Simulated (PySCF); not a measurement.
# CsH: bond curves at several levels of theory

Aim: find the lowest electronic state of CsH, scan its bond at several levels of theory, and get bond length, wavenumber and dissociation energy from each curve.

Computed with PySCF 2.14.0. Level: Cs def2-SVP with ECP46, H def2-SVP, scalar-relativistic core potentials.

## 1. Set-up

A driver script around PySCF takes these settings:

```
atoms                         : Cs, H
charge                        : 0
basis                         : Cs def2-SVP with ECP46, H def2-SVP
Hamiltonian                   : scalar-relativistic core potentials
basis functions               : 29
electrons treated             : 10
masses in u                   : 132.9054, 1.0078
levels                        : PBE0, PBE, r²SCAN, B3LYP, B2PLYP, r²SCANh, CAM-B3LYP, HF, MP2, SCS-MP2, CCSD, CCSD(T)
grid                          : 80 radial by 434 angular points
occupations                   : held fixed by the projection of orbital angular momentum
dissociation limit            : Cs + H, each in its ground configuration
starting distance in angstrom : 2.525
values of 2S to try           : 0, 2
```

The run is started by

```sh
$ OMP_NUM_THREADS=1 python dia.py task.json out
```

Further steps of the session: PBE0 along the bond; Excited determinants; PBE (GGA); r²SCAN (meta-GGA); B3LYP; B2PLYP; r²SCANh; CAM-B3LYP (range-separated hybrid); RHF (mean field); Adding correlation.

What does the calculation give? Wanted: for each run, Re; ωe; De; μ.

The runs gave:

Lowest PBE0 solution found, without spin–orbit coupling: ¹Σ⁺ (singlet), closed shell. The other levels ran on it alone.

```csv
level,Re (Å),ωe (cm⁻¹),De (eV),μ (D)
RHF,2.664,854,0.73,-9.91
RHF-MP2,2.606,878,1.16,n/a
RHF-SCS-MP2,2.611,873,1.28,n/a
RHF-CCSD,2.618,847,1.34,n/a
RHF-CCSD(T),2.617,846,1.35,n/a
PBE,2.582,843,1.65,-7.36
r²SCAN,2.595,856,1.68,-8.28
r²SCANh,2.592,864,1.65,-8.44
B3LYP,2.594,855,1.72,-8.04
PBE0,2.577,872,1.58,-8.17
CAM-B3LYP,2.592,877,1.72,-8.71
B2PLYP,2.598,866,1.54,-8.86
```

De is counted to Cs + H in their ground configurations. A positive dipole means Cs(−)H(+).

In words: The methods spread over 0.087 Å in bond length, from PBE0 to RHF. Among the levels with a De in the table, it runs from 0.73 eV (RHF) to 1.72 eV (CAM-B3LYP).

Spin–orbit coupling is left out. B2PLYP dipoles, levels and charges come from its SCF part alone. T1 is 0.028 near the minimum (highest on the curve 0.034), which may point to more than one leading configuration.
